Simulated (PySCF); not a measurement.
# H3PrS3 (Pr(SH)3): the cost of one run

Method: PBE0, Pr lcecp-1-SVP with ECP48, S def2-SVP, H def2-SVP; scalar-relativistic core potentials, no spin–orbit coupling; program: PySCF 2.14.0.

1 further run of the same task is left out (for a known fault of the program).

**1. Where the work starts**

7 atoms, charge 0, spin multiplicity 1.

Bond lengths: Pr1–S2 2.788 Å, Pr1–S4 2.788 Å, Pr1–S6 2.788 Å, S2–H3 1.341 Å, S4–H5 1.341 Å, S6–H7 1.341 Å. Angles: S2–Pr1–S4 120.0°, S2–Pr1–S6 120.0°, S4–Pr1–S6 120.0°, Pr1–S2–H3 104.2°, Pr1–S4–H5 104.2°, Pr1–S6–H7 104.2°.

Geometry (Å):

```xyz
7
H3PrS3
Pr    0.0000    0.0000    0.0000
S     2.7882    0.0000    0.0000
H     3.1183    0.0000    1.3000
S    -1.3941    2.4147    0.0000
H    -1.5591    2.7005    1.3000
S    -1.3941   -2.4147    0.0000
H    -1.5591   -2.7005    1.3000
```

Formal oxidation states: Pr +3. Each metal's 2 4f electrons lie in its core potential, so multiplicities, spins and levels count the valence alone.

**2. SCF at the start, singlet**

Contents of run.py (the lines that set the calculation):

```python
mol = gto.M(atom='''
Pr     0.00000     0.00000     0.00000
S      2.78820     0.00000     0.00000
H      3.11830     0.00000     1.30000
S     -1.39410     2.41470     0.00000
H     -1.55910     2.70050     1.30000
S     -1.39410    -2.41470     0.00000
H     -1.55910    -2.70050     1.30000''',
    basis={'Pr': 'lcecp-1-SVP', 'S': 'def2-SVP', 'H': 'def2-SVP'},
    ecp={'Pr': 'lcecp-1-SVP'},
    charge=0, spin=0)
mf = dft.RKS(mol, xc='PBE0')
mf.grids.atom_grid = (50, 194)  # f atoms: unpruned, at least (60, 302)
mf = mf.density_fit()  # fitting sets: Pr AutoAux, S def2-universal-JKFIT, H def2-universal-JKFIT
mf.conv_tol = 1e-08; mf.max_cycle = 55
mf.kernel(dm0)  # dm0: free metal ions and neutral atoms
```

On the command line:

```sh
> OMP_NUM_THREADS=2 python run.py
```

Q: Estimate wall time and peak memory on 2 threads of Arm Neoverse V1, shared host.

About 5.9 s, with a peak of 0.55 GiB.
